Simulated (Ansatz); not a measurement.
# C2H4Br2 (1,2-dibromoethane) at wB97X/def2-SVP

What is the vertical ionisation energy of C2H4Br2 (1,2-dibromoethane) at wB97X/def2-SVP? 

The calculation is run with Ansatz 0.2.0.

39 further runs of the same task are left out: 39 set aside as unsound or not needed.

**1. The structure to begin with**

The species is C2H4Br2 (8 atoms), meant as a singlet with charge 0. SMILES: `BrCCBr`. Geometry: relaxed at PBE0-D4/def2-TZVP. This is a higher conformer, about 8 kJ/mol above the lowest found by a separate search.

Bond lengths: Br1–C2 1.938 Å, C2–C3 1.501 Å, C3–Br4 1.938 Å, C2–H5 1.091 Å, C2–H6 1.088 Å, C3–H7 1.088 Å, C3–H8 1.090 Å. Some angles: Br1–C2–C3 113.0°, C2–C3–Br4 113.0°, Br1–C2–H5 105.8°, Br1–C2–H6 106.6°, C3–C2–H5 109.6°, C3–C2–H6 112.0°, C2–C3–H7 112.0°, C2–C3–H8 109.6°, Br4–C3–H7 106.6°, Br4–C3–H8 105.8°.

**2. The energy at wB97X/def2-SVP**

input.yaml reads:

```yaml
basis:
  gaussian:
    orbitals: def2-SVP
crystal:
  periodic: [false, false, false]
  atoms:
    - symbol: Br
      position_ang: [-2.136900, 0.202700, -0.670800]
    - symbol: C
      position_ang: [-0.454500, 0.602500, 0.204400]
    - symbol: C
      position_ang: [0.638500, -0.358800, -0.161400]
    - symbol: Br
      position_ang: [0.347400, -2.139200, 0.546800]
    - symbol: H
      position_ang: [-0.182100, 1.607400, -0.119900]
    - symbol: H
      position_ang: [-0.654000, 0.606100, 1.273700]
    - symbol: H
      position_ang: [0.743700, -0.466600, -1.238600]
    - symbol: H
      position_ang: [1.582700, -0.019600, 0.265800]
total_charge: 0
hamiltonian:
  xc: {name: wB97X}
accuracy: high
output:
  orbitals: {seedname: orbitals}
```

The run is started by

```bash
ansatz run input.yaml --threads 1 --pin off --max-ram 3480MiB --events-out events.jsonl --progress --plain --runs-dir runs
```

Log:

```text
Warning: RAYON_NUM_THREADS=1 ignored (pool sized by the plan → 1); use --threads N
Functional definition: wB97X
  name "wB97X"
  parameter omega = 0.3/bohr
  parameter cx = 0.157706
  parameter cx1 = 0.726479
  parameter cx2 = 1.04760
  parameter cx3 = -5.70635
  parameter cx4 = 13.2794
  parameter css1 = -4.33879
  parameter css2 = 18.2308
  parameter css3 = -31.7430
  parameter css4 = 17.2901
  parameter cos1 = 2.37031
  parameter cos2 = -11.3995
  parameter cos3 = 6.58405
  parameter cos4 = -3.78132
  exchange = spin_sum(e_x_unif_sr(omega)*poly(b97_u_x, 1 - cx, cx1, cx2, cx3, cx4)) + cx*exact_x_sr(omega)
      + exact_x_lr(omega)
  correlation = spin_sum(e_c_pw_same_spin*poly(b97_u_same, 1, css1, css2, css3, css4))
      + integral(e_c_pw_opposite_spin*poly(b97_u_opposite, 1, cos1, cos2, cos3, cos4))
2355 factors; integrals over basis functions are off by at most 8.0e-9 eV
362 factors; integrals over basis functions are off by at most 2.3e-9 eV
mean field evaluation 1: about -142213.7125 eV, gradient 1.7e1 eV
mean field evaluation 2: about -142214.2238 eV, gradient 8.8e0 eV
mean field evaluation 4: about -142214.3976 eV, gradient 5.1e-1 eV
mean field evaluation 8: about -142214.5211 eV, gradient 2.2e-2 eV
mean field evaluation 16: about -142214.5211 eV, gradient 2.1e-5 eV
mean field -142214.52109094 eV, -5226.2872536275 hartree, gradient 4.7e-8 eV, S^2 0.000000; 0 other end points of the search recorded, 0 dependent functions left out
reference -142214.52108848 eV, -5226.2872535370 hartree; 43, 43 occupied and 69, 69 virtual orbitals, 2355 factors
Total energy: -142214.52108848 eV, -5226.2872535370 hartree
```

It took 46 s on 1 thread of Intel Xeon Platinum 8259CL at 2.50GHz (Skylake/Cascade Lake), shared host; peak memory 0.76 GiB.

**3. The doublet cation at the same level**

in.yaml reads:

```yaml
basis:
  gaussian:
    orbitals: def2-SVP
crystal:
  periodic: [false, false, false]
  atoms:
    - symbol: Br
      position_ang: [-2.136900, 0.202700, -0.670800]
    - symbol: C
      position_ang: [-0.454500, 0.602500, 0.204400]
    - symbol: C
      position_ang: [0.638500, -0.358800, -0.161400]
    - symbol: Br
      position_ang: [0.347400, -2.139200, 0.546800]
    - symbol: H
      position_ang: [-0.182100, 1.607400, -0.119900]
    - symbol: H
      position_ang: [-0.654000, 0.606100, 1.273700]
    - symbol: H
      position_ang: [0.743700, -0.466600, -1.238600]
    - symbol: H
      position_ang: [1.582700, -0.019600, 0.265800]
total_charge: 1
magnetization:
  spin_polarized: true
  initial_magnetization: 1
hamiltonian:
  xc: {name: wB97X}
accuracy: high
output: {orbitals: {seedname: orbitals}}
```

The run is started by

```bash
ansatz run in.yaml --threads 1 --pin off --max-ram 3480MiB --events-out events.jsonl --progress --plain --runs-dir runs
```

Log, cut to the lines that bear on the results:

```text
Warning: RAYON_NUM_THREADS=1 ignored (pool sized by the plan → 1); use --threads N
[... 2 set-up lines as earlier in the session ...]
[...]
      + exact_x_lr(omega)
[...]
      + integral(e_c_pw_opposite_spin*poly(b97_u_opposite, 1, cos1, cos2, cos3, cos4))
2355 factors; integrals over basis functions are off by at most 8.0e-9 eV
361 factors; integrals over basis functions are off by at most 2.3e-9 eV
[...]
mean field -142204.19406842 eV, -5225.9077425499 hartree, gradient 1.0e-7 eV, S^2 0.755941; 6 other end points of the search recorded, 0 dependent functions left out
reference -142204.19406598 eV, -5225.9077424602 hartree; 43, 42 occupied and 69, 70 virtual orbitals, 2355 factors
Total energy: -142204.19406598 eV, -5225.9077424602 hartree
```

Wall time 4 min (1 thread of Intel Xeon Platinum 8259CL at 2.50GHz (Skylake/Cascade Lake), shared host); peak memory 1.3 GiB.

**4. Outcome**

At wB97X/def2-SVP:

```
                                          quantity           value
                     singlet C2H4Br2: total energy  -5226.28725 Eh
                      singlet C2H4Br2: HOMO energy       -10.11 eV
                      singlet C2H4Br2: LUMO energy         2.13 eV
                    singlet C2H4Br2: HOMO–LUMO gap        12.24 eV
                      doublet cation: total energy  -5225.90774 Eh
doublet cation: HOMO energy (highest over α and β)       -15.10 eV
 doublet cation: LUMO energy (lowest over α and β)       -10.54 eV
                              doublet cation: ⟨S²⟩           0.756
vertical ionisation energy (to the doublet cation)       10.327 eV
```

What this shows: The vertical ionisation energy comes to 10.33 eV (996 kJ/mol). The negative HOMO energy of the first species, 10.11 eV, lies 0.22 eV below that difference.
